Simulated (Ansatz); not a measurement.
# Cl2H8O2Si2: the cost of one run

Computed with Ansatz 0.2.0, Gaussian basis. Level: PBE0-D4/def2-SVP.

28 further runs of the same task are left out: 28 set aside as unsound or not needed.

### 1 The system as given

The first end: 14 atoms, charge 0, spin multiplicity 1.

Atoms are counted from 1 here; the program's logs count them from 0.

Bond lengths: Si1–Si2 2.334 Å, Si1–Cl3 2.070 Å, Si1–Cl4 2.083 Å, Si1–H5 1.475 Å, Si2–H10 1.489 Å, Si2–H11 1.484 Å, Si2–H12 1.483 Å, H6–O7 0.977 Å, O7–H13 0.959 Å, H8–O9 0.960 Å, O9–H14 0.965 Å. Angles: Si2–Si1–Cl3 107.9°, Si2–Si1–Cl4 111.2°, Si2–Si1–H5 119.6°, Cl3–Si1–Cl4 105.0°, Cl3–Si1–H5 104.5°, Cl4–Si1–H5 107.6°, Si1–Si2–H10 108.2°, Si1–Si2–H11 110.4°, Si1–Si2–H12 109.8°, H10–Si2–H11 108.4°, H10–Si2–H12 109.0°, H11–Si2–H12 110.9°, H6–O7–H13 106.6°, H8–O9–H14 105.9°.

As a file:

```mol
Cl2H8O2Si2
  3D, bonds by distance, orders not assigned

 14 11  0  0  0  0  0  0  0  0999 V2000
   -0.6414    1.4656   -0.6564 Si  0  0
    0.1135   -0.4192   -1.8068 Si  0  0
   -1.8408    2.5583   -1.9416 Cl  0  0
   -1.8912    0.9321    0.9224 Cl  0  0
    0.3342    2.4439   -0.1408 H   0  0
    1.0310   -0.4963    1.3685 H   0  0
    1.4117    0.1297    0.7228 O   0  0
   -0.2459   -2.3970    2.0740 H   0  0
   -0.1044   -1.4867    2.3451 O   0  0
   -0.7728   -0.6313   -2.9837 H   0  0
    0.0366   -1.6204   -0.9384 H   0  0
    1.5011   -0.1970   -2.2813 H   0  0
    1.9738    0.7276    1.2194 H   0  0
   -0.9055   -1.0090    2.0966 H   0  0
  1  2  8  0
  1  3  8  0
  1  4  8  0
  1  5  8  0
  2 10  8  0
  2 11  8  0
  2 12  8  0
  6  7  8  0
  7 13  8  0
  8  9  8  0
  9 14  8  0
M  END
```

The second end:

```xyz
14
charge 0, multiplicity 1
Si   -0.17233    2.34448    0.42603
Si   -0.11124   -1.67558   -1.65539
Cl   -0.51258    2.28356   -1.58797
Cl   -1.84635    1.56264    1.34168
H    -0.02728    3.75164    0.82075
H     0.92679   -1.59004    2.14380
O     1.13101    1.51386    0.86386
H    -1.24763   -1.06110   -0.92463
O     0.47590   -1.06376    1.47904
H    -0.46818   -1.78133   -3.09443
H     0.14239   -3.03924   -1.12283
H     1.10616   -0.84264   -1.51216
H     1.03534    0.55667    1.04043
H    -0.43189   -0.95895    1.78172
```

### 2 The band at PBE0-D4/def2-SVP

neb/in.yaml reads:

```yaml
crystal:
  periodic: [false, false, false]
  atoms:
    - {symbol: Si, position_ang: [-0.641414, 1.465557, -0.656419]}
    - {symbol: Si, position_ang: [0.113507, -0.419189, -1.806760]}
    - {symbol: Cl, position_ang: [-1.840784, 2.558252, -1.941551]}
    - {symbol: Cl, position_ang: [-1.891167, 0.932115, 0.922418]}
    - {symbol: H, position_ang: [0.334220, 2.443853, -0.140772]}
    - {symbol: H, position_ang: [1.030999, -0.496311, 1.368546]}
    - {symbol: O, position_ang: [1.411747, 0.129682, 0.722821]}
    - {symbol: H, position_ang: [-0.245860, -2.396976, 2.073962]}
    - {symbol: O, position_ang: [-0.104356, -1.486652, 2.345073]}
    - {symbol: H, position_ang: [-0.772796, -0.631295, -2.983705]}
    - {symbol: H, position_ang: [0.036557, -1.620447, -0.938394]}
    - {symbol: H, position_ang: [1.501128, -0.196952, -2.281293]}
    - {symbol: H, position_ang: [1.973792, 0.727551, 1.219418]}
    - {symbol: H, position_ang: [-0.905475, -1.008987, 2.096554]}
basis:
  gaussian: {orbitals: def2-SVP}
hamiltonian: {xc: pbe0, dispersion: d4}
neb:
  images: 5
  climbing: true
  max_iterations: 40
  initial_path: idpp
  final_atoms:
    - {symbol: Si, position_ang: [-0.172335, 2.344480, 0.426028]}
    - {symbol: Si, position_ang: [-0.111241, -1.675580, -1.655387]}
    - {symbol: Cl, position_ang: [-0.512583, 2.283556, -1.587970]}
    - {symbol: Cl, position_ang: [-1.846354, 1.562636, 1.341682]}
    - {symbol: H, position_ang: [-0.027282, 3.751640, 0.820746]}
    - {symbol: H, position_ang: [0.926788, -1.590038, 2.143798]}
    - {symbol: O, position_ang: [1.131008, 1.513861, 0.863858]}
    - {symbol: H, position_ang: [-1.247632, -1.061098, -0.924634]}
    - {symbol: O, position_ang: [0.475899, -1.063764, 1.479036]}
    - {symbol: H, position_ang: [-0.468183, -1.781328, -3.094426]}
    - {symbol: H, position_ang: [0.142394, -3.039241, -1.122827]}
    - {symbol: H, position_ang: [1.106164, -0.842645, -1.512160]}
    - {symbol: H, position_ang: [1.035342, 0.556672, 1.040434]}
    - {symbol: H, position_ang: [-0.431885, -0.958950, 1.781723]}
```

Launch:

```sh
$ ansatz run in.yaml --threads 5 --pin off --events-out ev --progress --plain --max-ram 66560MiB --backend cpu
```

**Question.** How long does this run take on 5 threads of AMD EPYC 7R13, shared host?

About 10 min.
